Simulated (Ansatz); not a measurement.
# TiS+ (doublet): from Hartree-Fock to the top rungs, def2-TZVPP

The task here is to estimate one member of a computed series from the others.

Method: def2-TZVPP, core rule «outside noble gas», up to 14 orbitals frozen; program: Ansatz 0.2.0, Gaussian basis.

Plan: UHF; ROHF; CCSD(T) on UHF.

2 further runs of the same task are left out: 2 set aside as unsound or not needed.

## What is computed

The geometry is a PBE0/def2-TZVP stationary point (not a proven minimum) of the parent state, kept for this charge and spin.

2 atoms, charge 1, spin multiplicity 2.

Atoms are counted from 1 here; the program's logs count them from 0.

Bond lengths: Ti1–S2 2.005 Å.

As a file:

```
Ti    0.00000    0.00000    0.00000
S     0.00000    0.00000    2.00515
```

The first run:

Input file in.yaml:

```yaml
crystal:
  periodic: [false, false, false]
  atoms:
    - {symbol: Ti, position_ang: [0.000000, 0.000000, 0.000000]}
    - {symbol: S, position_ang: [0.000000, 0.000000, 2.005145]}
basis:
  gaussian: {orbitals: def2-TZVPP}
total_charge: 1
magnetization: {spin_polarized: true, initial_magnetization: 1}
hamiltonian: {xc: hf}
output: {orbitals: {seedname: orbitals}}
```

Started as:

```bash
$ ansatz run in.yaml --threads 1 --pin off --events-out ev --progress --plain --max-ram 4096MiB --backend cpu
```

Steps of the session up to this table: UHF; ROHF; CCSD(T) on UHF.

One table of the session follows, with a row left open; its other results are not shown here.

| method | from UCCSD(T) (meV) |
| --- | --- |
| ROHF | ? |
| UHF | +7576.9 |
| UMP2 | +2169.0 |
| UCCSD | +658.3 |
| UCCSD(T) | 0 |

Q: Estimate the row for ROHF from the others.

**Answer.** from UCCSD(T) (meV): +8305.0. In the column «from UCCSD(T) (meV)» it is the highest.

The program flags UCCSD(T) as in doubt (see the logs), so the zero of the table is itself unsure.

Limits of these values: The determinant is far from a pure spin state, so its energy mixes those of several spin states (harmless only where they are near-degenerate, as at dissociation). The program flags UCCSD(T) as in doubt, so the zero of the table is itself unsure. Warnings: spin contamination; coupled cluster took another determinant than the lowest.
